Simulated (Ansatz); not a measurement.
# FH4O4Ta: small, medium and large basis sets

Aim: see how fast density functionals converge with the basis set for FH4O4Ta.

The runs use Ansatz 0.2.0, Gaussian basis; one geometry, several basis sets.

Levels to be run: PBE0-D4/def2-SVP; ωB97M-V/def2-SVP; PBE0-D4/def2-QZVPP; ωB97M-V/def2-QZVPP; the functionals' def2-TZVPP values are taken from earlier runs.

### 1 The geometry

All runs share one geometry, relaxed beforehand with PBE0-D4 in a triple-zeta def2 set. Ta takes the def2 core potential; no spin-orbit term is included.

SMILES `[OH][Ta]([OH])([OH])([OH])[F]`, 10 atoms, charge 0, spin multiplicity 1.

Atoms are counted from 1 here; the program's logs count them from 0.

Bond lengths: O1–Ta2 1.903 Å, O1–H7 0.958 Å, Ta2–O3 1.910 Å, Ta2–O4 1.930 Å, Ta2–O5 1.903 Å, Ta2–F6 1.900 Å, O3–H8 0.956 Å, O4–H9 0.961 Å, O5–H10 0.958 Å. Angles: Ta2–O1–H7 125.5°, O1–Ta2–O3 93.9°, O1–Ta2–O4 121.9°, O1–Ta2–O5 116.2°, O1–Ta2–F6 91.4°, O3–Ta2–O4 84.9°, O3–Ta2–O5 93.9°, O3–Ta2–F6 170.0°, O4–Ta2–O5 121.9°, O4–Ta2–F6 85.1°, O5–Ta2–F6 91.4°, Ta2–O3–H8 136.5°, Ta2–O4–H9 116.9°, Ta2–O5–H10 125.4°.

### 2 PBE0-D4 in def2-SVP

Input file in.yaml:

```yaml
crystal:
  periodic: [false, false, false]
  atoms:
    - {symbol: O, position_ang: [-1.476331, -0.563127, -1.195864]}
    - {symbol: Ta, position_ang: [-0.185573, 0.244741, -0.055310]}
    - {symbol: O, position_ang: [1.016666, -1.236081, -0.149401]}
    - {symbol: O, position_ang: [-0.162663, -0.078551, 1.847630]}
    - {symbol: O, position_ang: [1.029817, 1.451544, -0.883704]}
    - {symbol: F, position_ang: [-1.377916, 1.662640, 0.365539]}
    - {symbol: H, position_ang: [-1.397355, -1.427975, -1.600283]}
    - {symbol: H, position_ang: [1.424251, -1.838324, 0.470483]}
    - {symbol: H, position_ang: [-0.698208, 0.503346, 2.393260]}
    - {symbol: H, position_ang: [1.910410, 1.230387, -1.189350]}
basis:
  gaussian: {orbitals: def2-SVP}
hamiltonian: {xc: pbe0, dispersion: d4}
output: {orbitals: {seedname: orbitals}}
```

The run is started by

```bash
> ansatz run in.yaml --threads 2 --pin off --events-out ev --progress --plain --max-ram 32768MiB --backend cpu
```

Further steps of the session: ωB97M-V in def2-SVP; PBE0-D4 in def2-QZVPP; ωB97M-V in def2-QZVPP.

**Question.** What will the summary of the whole plan be? Wanted: PBE0-D4: double and triple zeta above quadruple; ωB97M-V: double and triple zeta above quadruple.

**Answer**, as computed:

```
                                       quantity           value
PBE0-D4: double and triple zeta above quadruple  14.86, 0.63 eV
ωB97M-V: double and triple zeta above quadruple  15.15, 0.60 eV
```

PBE0-D4 gains 14.23 eV from double to triple zeta, then 0.63 eV more. These are total energies; as a rule much of such shifts cancels in differences, which this series doesn't test. The LUMO of ωB97M-V is positive and keeps falling with the basis (1.06 to 0.54 eV): an unbound level that the basis holds in place.
